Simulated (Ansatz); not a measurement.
**AuBrF₃P: small, medium and large basis sets**

The task here is to estimate one member of a computed series from the others.

Method: one geometry, several basis sets; program: Ansatz 0.2.0, Gaussian basis.

Plan: PBE0-D4/def2-SVP; ωB97M-V/def2-SVP; PBE0-D4/def2-QZVPP; ωB97M-V/def2-QZVPP; the functionals' def2-TZVPP values are taken from earlier runs.

### Structure used throughout

An earlier PBE0-D4 in a triple-zeta def2 set relaxation fixed the geometry. Au takes the def2 core potential; no spin-orbit term is included.

SMILES `F[P+](F)(F)[Au-][Br]`, 6 atoms, charge 0, spin multiplicity 1.

Atoms are counted from 1 here; the program's logs count them from 0.

Bond lengths: F1–P2 1.543 Å, P2–F3 1.543 Å, P2–F4 1.543 Å, P2–Au5 2.181 Å, Au5–Br6 2.372 Å. Angles: F1–P2–F3 99.8°, F1–P2–F4 99.8°, F1–P2–Au5 117.9°, F3–P2–F4 99.8°, F3–P2–Au5 117.9°, F4–P2–Au5 118.0°, P2–Au5–Br6 180.0°.

The first run:

File in.yaml:

```yaml
crystal:
  periodic: [false, false, false]
  atoms:
    - {symbol: F, position_ang: [0.755356, -0.850339, 1.663255]}
    - {symbol: P, position_ang: [0.442315, -0.594009, 0.174128]}
    - {symbol: F, position_ang: [-0.040233, -2.000176, -0.239440]}
    - {symbol: F, position_ang: [1.872389, -0.625550, -0.404756]}
    - {symbol: Au, position_ang: [-0.825455, 1.109228, -0.325223]}
    - {symbol: Br, position_ang: [-2.204382, 2.960845, -0.867954]}
basis:
  gaussian: {orbitals: def2-SVP}
hamiltonian: {xc: pbe0, dispersion: d4}
output: {orbitals: {seedname: orbitals}}
```

Started as:

```sh
> ansatz run in.yaml --threads 4 --pin off --events-out ev --progress --plain --max-ram 11315MiB
```

Steps of the session up to this table: PBE0-D4 in def2-SVP; ωB97M-V in def2-SVP; PBE0-D4 in def2-QZVPP; ωB97M-V in def2-QZVPP.

One table of the session follows, with a row left open; its other results are not shown here.

It belongs to the step «Density functionals: the series». 

```
functional       basis  HOMO (eV)  LUMO (eV)
   PBE0-D4    def2-SVP      -7.54      -1.48
   PBE0-D4  def2-TZVPP      -7.69      -1.65
   PBE0-D4  def2-QZVPP      -7.72      -1.72
   ωB97M-V    def2-SVP      -9.63       0.26
   ωB97M-V  def2-TZVPP      -9.82       0.04
   ωB97M-V  def2-QZVPP          ?          ?
```

**Question.** Estimate the row for ωB97M-V, def2-QZVPP.

The run gave: HOMO (eV): -9.86; LUMO (eV): -0.08. In the column «HOMO (eV)» it is the lowest.
